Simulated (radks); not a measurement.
# Mn³⁺ in [Ne] 3s2 3p5 3d4 4f1: an all-electron calculation

An exercise on one series of results from a longer session: the logs are not shown, and one member is left open.

The numbers are computed with radks (a radial shooting solver on a logarithmic mesh, Libxc functionals) version 1 (non-relativistic Kohn-Sham, TASK exchange with Perdew-Wang LDA correlation, spin-polarised, spherical densities, point nucleus; open shells are filled with parallel spins first), except any that are marked as measured or tabulated.

**What is computed**

```
element       : manganese (Z = 25)
charge        : +3
electrons     : 22
configuration : [Ne] 3s2 3p5 3d4 4f1
```

The outer shells:

Mn³⁺
```
[Ne] core
3s [↑↓]
3p [↑↓][↑↓][↑ ]
3d [↑ ][↑ ][↑ ][↑ ][  ]
4f [↑ ][  ][  ][  ][  ][  ][  ]
```

Set-up of the first run:

Settings of this run:

```text
Z 25
configuration [Ne] 3s2 3p5 3d4 4f1 4s0 4p0 4d0 5f0
relativity non-relativistic
functional task,pw
spin polarised
nucleus point
```

Launch:

```
$ python run_ks.py task.json out
```

This one command runs every case of the session in turn.

One table of the session follows, with a row left open; its other results are not shown here.

It belongs to the step «Radial structure». Sizes of the orbitals, from the radial functions (bohr):

```
  level      <r>  outermost maximum (interpolated)  90 % within  nodes
  1s up  0.06167                            0.0405        0.110      0
1s down  0.06167                            0.0405        0.110      0
  2s up   0.2829                             0.235        0.439      1
2s down   0.2817                             0.235        0.436      1
  2p up   0.2486                             0.189        0.408      0
2p down   0.2474                             0.189        0.405      0
  3s up   0.8402                             0.737         1.25      2
3s down   0.8505                             0.742         1.27      2
  3p up   0.8685                             0.744         1.32      1
3p down   0.8825                             0.751         1.34      1
  3d up   0.9351                             0.714         1.51      0
3d down   0.9747                             0.735         1.59      0
  4s up    2.245                              2.00         3.32      3
  4p up        ?                                 ?            ?      ?
  4d up    3.589                              3.19         5.23      1
  4f up    4.697                              4.30         6.72      0
```

**Question.** Estimate the row for 4p up.

**Answer.** <r>: 2.637; outermost maximum (interpolated): 2.33; 90 % within: 3.90; nodes: 2. In the column «<r>» it lies between 4s up (2.245) and 4d up (3.589).
